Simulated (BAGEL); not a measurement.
**[SiNH2F2]− (SMILES N[Si-](F)F) at HF/6-31G(d) (density fitting with qzvpp-jkfit, spherical functions)**

What is the energy change on altering one bond length of [SiNH2F2]− at HF/6-31G* (density fitting with qzvpp-jkfit, spherical functions)? 

The results are computed with BAGEL 1.2.2.

1 further run of the same task is left out (set aside as unsound or not needed).

### Step 1. Starting point

The species is [SiNH2F2]− (6 atoms), meant as a singlet with charge -1. SMILES: `N[Si-](F)F`. The coordinates come from a GFN2-xTB relaxation. This is one conformer, not always the lowest.

Bond lengths: N1–Si2 1.808 Å, Si2–F3 1.705 Å, Si2–F4 1.705 Å, N1–H5 1.013 Å, N1–H6 1.013 Å. Angles: N1–Si2–F3 95.8°, N1–Si2–F4 96.0°, F3–Si2–F4 94.3°, Si2–N1–H5 112.3°, Si2–N1–H6 112.4°, H5–N1–H6 107.5°.

### Step 2. The energy at HF/6-31G(d) (density fitting with qzvpp-jkfit, spherical functions)

calc.json

```json
{ "bagel" : [

{
  "title" : "molecule",
  "basis" : "6-31gs.json",
  "df_basis" : "qzvpp-jkfit",
  "angstrom" : true,
  "geometry" : [
    { "atom" : "N", "xyz" : [      -0.266510,       0.819350,       0.078260 ] },
    { "atom" : "Si", "xyz" : [       0.644640,      -0.685540,      -0.340940 ] },
    { "atom" : "F", "xyz" : [       0.596070,      -1.356640,       1.225280 ] },
    { "atom" : "F", "xyz" : [      -0.706840,      -1.563700,      -0.897650 ] },
    { "atom" : "H", "xyz" : [       0.267330,       1.437590,       0.678000 ] },
    { "atom" : "H", "xyz" : [      -0.534690,       1.348950,      -0.742950 ] }
  ]
},

{ "title" : "hf", "charge" : -1 },

{ "title" : "print", "file" : "orbitals.molden", "orbitals" : true }

]}
```

The basis set 6-31G* is read from a file made from the Basis Set Exchange's data (not shown).

On the command line:

```
$ BAGEL_NUM_THREADS=1 BAGEL calc.json > calc.out
```

Standard output:

```text
* using 1 threads per process

  ===============================================================
  ===============================================================

  *** Geometry ***

  { "atom" : "N", "xyz" : [     -0.503631,      1.548347,      0.147890 ] },
  { "atom" : "Si", "xyz" : [      1.218193,     -1.295483,     -0.644283 ] },
  { "atom" : "F", "xyz" : [      1.126409,     -2.563678,      2.315444 ] },
  { "atom" : "F", "xyz" : [     -1.335734,     -2.954965,     -1.696313 ] },
  { "atom" : "H", "xyz" : [      0.505180,      2.716651,      1.281234 ] },
  { "atom" : "H", "xyz" : [     -1.010418,      2.549146,     -1.403972 ] },

  Number of auxiliary basis functions:      395

  Since a DF basis is specified, we compute 2- and 3-index integrals:
    o Being stored without compression. Storage requirement is 0.013 GB

  Number of basis functions:       64
  Number of electrons      :       41

    * METHOD: MOLECULE                             0.15

  *** RHF ***

  === Nuclear Repulsion ===
   169.4295606867

      * DIIS with orbital gradients will be used.

  === RHF iteration (6-31gs.json) ===
      0       -543.13949195          0.03225440           0.04
      1       -543.38568938          0.02010379           0.04
      2       -543.51352796          0.00156371           0.04
      3       -543.51545458          0.00046576           0.04
      4       -543.51559304          0.00016554           0.03
      5       -543.51561583          0.00004958           0.03
      6       -543.51561821          0.00001351           0.04
      7       -543.51561837          0.00000254           0.03
      8       -543.51561838          0.00000084           0.03
      9       -543.51561838          0.00000027           0.03
     10       -543.51561838          0.00000013           0.03
     11       -543.51561838          0.00000004           0.03
     12       -543.51561838          0.00000001           0.03
     13       -543.51561838          0.00000000           0.03
    * SCF iteration converged.

    * Permanent dipole moment:
           (    0.076696,    -0.883728,     0.000879) a.u.

    * METHOD: HF                                   0.60

    * METHOD: PRINT                                0.01

  ===============================================================
```

Run time: 0.91 s. Hardware: 1 thread of Arm Neoverse V1, shared host.

### Step 3. The distorted shape, same level

input.json

```json
{ "bagel": [

{
  "title": "molecule",
  "basis": "6-31gs.json",
  "df_basis": "qzvpp-jkfit",
  "angstrom": true,
  "geometry": [
    { "atom": "N", "xyz": [   -0.208226,    1.624671,   -1.801207 ] },
    { "atom": "Si", "xyz": [    0.702924,    0.119781,   -2.220407 ] },
    { "atom": "F", "xyz": [    0.596070,   -1.356640,    1.225280 ] },
    { "atom": "F", "xyz": [   -0.648556,   -0.758379,   -2.777117 ] },
    { "atom": "H", "xyz": [    0.325614,    2.242911,   -1.201467 ] },
    { "atom": "H", "xyz": [   -0.476406,    2.154271,   -2.622417 ] }
  ]
},
{ "title": "hf", "charge": -1 },
{ "title": "print", "file": "orbitals.molden", "orbitals": true }

]}
```

The basis set 6-31G* is read from a file made from the Basis Set Exchange's data (not shown).

On the command line:

```
$ BAGEL_NUM_THREADS=1 BAGEL input.json > input.out
```

Standard output:

```text
* using 1 threads per process

  ===============================================================
  ===============================================================

  *** Geometry ***

  { "atom" : "N", "xyz" : [     -0.393490,      3.070183,     -3.403788 ] },
  { "atom" : "Si", "xyz" : [      1.328334,      0.226353,     -4.195961 ] },
  { "atom" : "F", "xyz" : [      1.126409,     -2.563678,      2.315444 ] },
  { "atom" : "F", "xyz" : [     -1.225593,     -1.433129,     -5.247991 ] },
  { "atom" : "H", "xyz" : [      0.615321,      4.238488,     -2.270444 ] },
  { "atom" : "H", "xyz" : [     -0.900277,      4.070982,     -4.955650 ] },

  Number of auxiliary basis functions:      395

  Since a DF basis is specified, we compute 2- and 3-index integrals:
    o Being stored without compression. Storage requirement is 0.013 GB

  Number of basis functions:       64
  Number of electrons      :       41

    * METHOD: MOLECULE                             0.15

  *** RHF ***

  === Nuclear Repulsion ===
   134.9701209410

      * DIIS with orbital gradients will be used.

  === RHF iteration (6-31gs.json) ===
      0       -542.92963103          0.03346143           0.04
      1       -543.17836907          0.02290426           0.04
      2       -543.36498238          0.00170675           0.04
      3       -543.36695013          0.00069599           0.04
      4       -543.36722991          0.00020291           0.04
      5       -543.36727583          0.00007495           0.04
      6       -543.36728291          0.00002487           0.04
      7       -543.36728367          0.00000964           0.04
      8       -543.36728373          0.00000436           0.04
      9       -543.36728375          0.00000143           0.04
     10       -543.36728375          0.00000056           0.04
     11       -543.36728375          0.00000022           0.04
     12       -543.36728375          0.00000007           0.04
     13       -543.36728375          0.00000003           0.04
     14       -543.36728375          0.00000001           0.04
    * SCF iteration converged.

    * Permanent dipole moment:
           (   -0.023783,    -2.991663,     4.422704) a.u.

    * METHOD: HF                                   0.69

    * METHOD: PRINT                                0.01

  ===============================================================
```

It took 0.99 s on 1 thread of Arm Neoverse V1, shared host.

### Step 4. Outcome

Level: HF/6-31G* (density fitting with qzvpp-jkfit, spherical functions).

| quantity | value |
| --- | --- |
| first shape: total energy | -543.51562 Eh |
| first shape: HOMO energy | -2.09 eV |
| first shape: LUMO energy | 9.86 eV |
| first shape: HOMO–LUMO gap (to an unbound level, set by the basis) | 11.95 eV |
| distorted shape: total energy | -543.36728 Eh |
| distorted shape: HOMO energy | -3.01 eV |
| distorted shape: LUMO energy | 5.36 eV |
| distorted shape: HOMO–LUMO gap (to an unbound level, set by the basis) | 8.37 eV |
| energy change with the Si2–F3 bond stretched from 1.705 to 3.750 Å | 4.036 eV |

With the Si2–F3 bond stretched from 1.705 to 3.750 Å the energy rises by 4.04 eV (93 kcal/mol). The first shape isn't relaxed at this level, so the change isn't measured from a minimum.
